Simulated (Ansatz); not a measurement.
# CH7FGeO2Si: basis-set convergence

Aim: see how fast density functionals converge with the basis set for CH7FGeO2Si.

The runs use Ansatz 0.2.0, Gaussian basis; one geometry, several basis sets.

The runs, in order: PBE0-D4/def2-SVP; ωB97M-V/def2-SVP; PBE0-D4/def2-QZVPP; ωB97M-V/def2-QZVPP; the functionals' def2-TZVPP values are taken from earlier runs.

## Step 1: Structure used throughout

All runs share one geometry, relaxed beforehand with PBE0-D4 in a triple-zeta def2 set.

13 atoms, charge 0, spin multiplicity 1.

Atoms are counted from 1 here; the program's logs count them from 0.

Bond lengths: C1–O2 1.411 Å, C1–H7 1.094 Å, C1–H8 1.095 Å, C1–H9 1.091 Å, O2–Si3 1.627 Å, Si3–F4 1.595 Å, Si3–O5 1.605 Å, Si3–H10 1.473 Å, O5–Ge6 1.786 Å, Ge6–H11 1.535 Å, Ge6–H12 1.534 Å, Ge6–H13 1.533 Å. Angles: O2–C1–H7 111.2°, O2–C1–H8 111.3°, O2–C1–H9 108.1°, H7–C1–H8 108.8°, H7–C1–H9 108.8°, H8–C1–H9 108.5°, C1–O2–Si3 125.4°, O2–Si3–F4 108.4°, O2–Si3–O5 108.0°, O2–Si3–H10 112.7°, F4–Si3–O5 110.7°, F4–Si3–H10 106.2°, O5–Si3–H10 110.8°, Si3–O5–Ge6 133.3°, O5–Ge6–H11 108.7°, O5–Ge6–H12 107.9°, O5–Ge6–H13 104.8°, H11–Ge6–H12 111.6° and more.

## Step 2: PBE0-D4 in def2-SVP

The input, in.yaml:

```yaml
crystal:
  periodic: [false, false, false]
  atoms:
    - {symbol: C, position_ang: [0.420661, -2.211244, 0.581115]}
    - {symbol: O, position_ang: [0.407189, -0.833470, 0.275518]}
    - {symbol: Si, position_ang: [-0.107867, -0.182786, -1.123878]}
    - {symbol: F, position_ang: [-1.574794, -0.732856, -1.424255]}
    - {symbol: O, position_ang: [-0.123252, 1.413036, -0.953189]}
    - {symbol: Ge, position_ang: [-0.233023, 2.491336, 0.466486]}
    - {symbol: H, position_ang: [-0.587255, -2.634754, 0.543313]}
    - {symbol: H, position_ang: [1.063405, -2.766526, -0.110383]}
    - {symbol: H, position_ang: [0.814766, -2.331380, 1.591139]}
    - {symbol: H, position_ang: [0.723302, -0.578452, -2.274137]}
    - {symbol: H, position_ang: [-1.344223, 1.975459, 1.391290]}
    - {symbol: H, position_ang: [1.132095, 2.488200, 1.166427]}
    - {symbol: H, position_ang: [-0.570606, 3.868633, -0.114645]}
basis:
  gaussian: {orbitals: def2-SVP}
hamiltonian: {xc: pbe0, dispersion: d4}
output: {orbitals: {seedname: orbitals}}
```

The runs that follow: ωB97M-V in def2-SVP; PBE0-D4 in def2-QZVPP; ωB97M-V in def2-QZVPP.

Q: Predict the results of all the runs planned. Wanted: PBE0-D4: double and triple zeta above quadruple; ωB97M-V: double and triple zeta above quadruple.

**Answer**, as computed:

| quantity | value |
| --- | --- |
| PBE0-D4: double and triple zeta above quadruple | 22.02, 1.99 eV |
| ωB97M-V: double and triple zeta above quadruple | 22.17, 1.91 eV |

PBE0-D4 gains 20.03 eV from double to triple zeta, then 1.99 eV more. These are total energies; as a rule much of such shifts cancels in differences, which this series doesn't test. The LUMO of ωB97M-V is positive and keeps falling with the basis (2.29 to 1.41 eV): an unbound level that the basis holds in place.
